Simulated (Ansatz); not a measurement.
Working through a single point from a YAML input of Ca3Y, space group Pm-3m

With the Ansatz DFT code, driven from Python.

The script reads `scf.yaml`:
```yaml
crystal:
  lattice:
    - [5.412807, 0.0, 0.0]
    - [0.0, 5.412807, 0.0]
    - [0.0, 0.0, 5.412807]
  atoms:
    - { symbol: Ca, position: [0.0, 0.5, 0.5] }
    - { symbol: Ca, position: [0.5, 0.0, 0.5] }
    - { symbol: Ca, position: [0.5, 0.5, 0.0] }
    - { symbol: "Y", position: [0.0, 0.0, 0.0] }
kpoints:
  mp_grid: { grid: [5, 5, 5] }
hamiltonian:
  xc: lda
scf:
  occupations: { method: cold, width: 0.05 }
basis:
  ecutwfc: 470
output:
  forces: true
  stress: true
```

The cells in order, each with its output:

**Cell 1**
```python
import ansatz
import numpy as np
import pandas as pd
import yaml
```

**Cell 2**
```python
with open('scf.yaml') as handle:
    tree = yaml.safe_load(handle)
print('sections:', list(tree))
planned = ansatz.Session.from_dict(tree).plan(threads=1, pin='off')
outcome = planned.execute()
summary = outcome.report
```
Output:
```text
sections: ['crystal', 'kpoints', 'hamiltonian', 'scf', 'basis', 'output']
```

**Cell 3**
```python
outcome.lattice.cell_ang
```
Output:
```text
array([[5.412807, 0.      , 0.      ],
       [0.      , 5.412807, 0.      ],
       [0.      , 0.      , 5.412807]])
```

**Cell 4**
```python
summary['free_energy_ev']
```
Output:
```text
-9062.693089605702
```

**Cell 5**
```python
summary['n_kpoints'], summary['n_symmetry_ops'], summary['n_pw']
```
Output:
```text
(10, 48, 3743)
```

**Cell 6**
```python
energy = summary['free_energy_ev']
print('Ca3Y: {:.6f} eV = {:.6f} Ry = {:.6f} Ha'.format(energy, energy / 13.605693, energy / 27.211386))
print('Fermi level {:.4f} eV, {} k-points, {} symmetry operations'.format(summary['fermi_energy_ev'], summary['n_kpoints'], summary['n_symmetry_ops']))
```
Output:
```text
Ca3Y: -9062.693090 eV = -666.095662 Ry = -333.047831 Ha
Fermi level 5.7152 eV, 10 k-points, 48 symmetry operations
```

**Cell 7**
```python
# the stress is positive in compression
print('pressure by term (GPa)')
for term, tensor in summary['stress_terms_gpa'].items():
    if np.any(tensor):
        print(f'  {term:28s} {np.trace(np.array(tensor)) / 3:12.3f}')
print(f'  {"total":28s} {np.trace(np.array(summary["stress_gpa"])) / 3:12.3f}')
```
Output:
```text
pressure by term (GPa)
  kinetic                           759.513
  hartree                           352.613
  ewald                            -863.845
  local_pseudopotential             -46.905
  nonlocal_pseudopotential          -45.705
  augmentation                       16.991
  nlcc                              -44.299
  xc                               -130.482
  augmentation_tail                   0.000
  scf_correction                     -0.000
  pulay_correction                    0.001
  total                              -2.117
```

**Cell 8**
```python
# forces, one row an atom
table = pd.DataFrame(summary['forces_ev_ang'], columns=['fx', 'fy', 'fz'])
table.insert(0, 'atom', [site['symbol'] for site in summary['lattice']['sites']])
table.round(4)
```
Output:
```text
  atom   fx   fy   fz
0   Ca  0.0  0.0  0.0
1   Ca  0.0 -0.0  0.0
2   Ca  0.0  0.0  0.0
3    Y -0.0  0.0 -0.0
```

**Cell 9**
```python
print('doubts on the final state:', summary['published_state_doubts'] or 'none')
print('warnings:', sorted({n['data']['kind'] for n in outcome.notices if n['data'].get('severity') in ('warning', 'doubt')}) or 'none')
```
Output:
```text
doubts on the final state: none
warnings: none
```

**Cell 10**
```python
used = summary['setup']
print('cutoffs (eV):', used['ecut_ev'], used['ecutrho_ev'], ' FFT grid:', used['fft_dense'])
print('cell volume {:.3f} A^3, {} symmetry operations'.format(used['cell_volume_ang3'], used['n_sym_ops']))
```
Output:
```text
cutoffs (eV): 470.0 1880.0  FFT grid: [40, 40, 40]
cell volume 158.587 A^3, 48 symmetry operations
```

Total energies depend on the potentials; only differences at equal settings carry meaning. A total without «per atom» is that of the cell as typed. No spin polarisation was allowed. The mesh is modest for a metal, so energies can be off by several to tens of meV an atom and pressures by half a GPa or more; differences at equal mesh fare better. An absolute Fermi energy rests on an arbitrary zero of the periodic potential and has no direct meaning. Pressure is positive in compression. This cell is a computed structure, which may not be the phase found in nature. Hardware and time: 2.9 s on 1 thread of Arm Neoverse V1 (shared host), peak memory 0.47 GiB.

(Lines on the test bed's own set-up are left out of the output.)
